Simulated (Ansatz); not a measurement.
# Te2Mo: the cost of one run

Computed with Ansatz 0.2.0 (DFT r2SCAN, scalar-relativistic, plane waves, PAW, unless a step's input says otherwise).

**1. The starting structure**

The structure is hexagonal, space group P6_3/mmc (No. 194). The conventional cell has a = 3.564 Å, b = 3.564 Å, c = 14.726 Å, α = 90.00°, β = 90.00°, γ = 120.00°. Te (site symmetry 3m) is surrounded by 3 Mo at 2.73 Å. Mo (site symmetry -6m2) has 6 Te at 2.73 Å as nearest neighbours.

Structure file:

```cif
data_structure
_symmetry_space_group_name_H-M 'P6_3/mmc'
_symmetry_Int_Tables_number 194
_cell_length_a 3.5635
_cell_length_b 3.5635
_cell_length_c 14.7262
_cell_angle_alpha 90.000
_cell_angle_beta 90.000
_cell_angle_gamma 120.000
_cell_volume 161.95
loop_
_atom_site_label
_atom_site_type_symbol
_atom_site_symmetry_multiplicity
_atom_site_Wyckoff_symbol
_atom_site_fract_x
_atom_site_fract_y
_atom_site_fract_z
_atom_site_occupancy
Te1 Te 4 f 0.33333 0.66667 0.62848 1
Mo1 Mo 2 c 0.33333 0.66667 0.25000 1
```

It is the result of an earlier relaxation at this level (volume 26.99 Å³/atom; gap on the mesh: 1.06 eV).

**2. The reference cell**

The reference gives a free energy of -37916.3052 eV, pressure 0.01 GPa, largest force 0.001 eV/Å and gap on the mesh 1.06 eV. It was computed beforehand with the settings of the runs below.

**3. Setting up a two-dimensional strain map**

The cell is strained by p along both x and y and by q along z, with fractional coordinates fixed.

**4. At p = -0.050, q = -0.050**

input.yaml

```yaml
crystal:
  lattice:
    - [3.3853679563, 0.0, 0.0]
    - [-1.6926839782, 2.9318146513, 0.0]
    - [0.0, 0.0, 13.9899100005]
  atoms:
    - { symbol: Te, position: [0.3333333333, 0.6666666667, 0.628483955] }
    - { symbol: Te, position: [0.6666666667, 0.3333333333, 0.128483955] }
    - { symbol: Te, position: [0.3333333333, 0.6666666667, 0.871516045] }
    - { symbol: Te, position: [0.6666666667, 0.3333333333, 0.371516045] }
    - { symbol: Mo, position: [0.3333333333, 0.6666666667, 0.25] }
    - { symbol: Mo, position: [0.6666666667, 0.3333333333, 0.75] }
basis:
  ecutwfc: 500
kpoints:
  mp_grid: { grid: [12, 12, 2] }
hamiltonian:
  xc: r2scan
scf:
  occupations: { method: gaussian, width: 0.05 }
output:
  forces: true
  stress: true
  eigenvalues: true
```

Command:

```bash
$ ansatz run input.yaml --threads 2 --pin off --max-ram 5120MiB --backend cpu --events-out ev --progress --plain --runs-dir out
```

Q: Estimate wall time and peak memory on 2 threads of Intel Xeon at 2.50GHz (Skylake/Cascade Lake), shared host.

About 26 s, with a peak of 0.86 GiB.
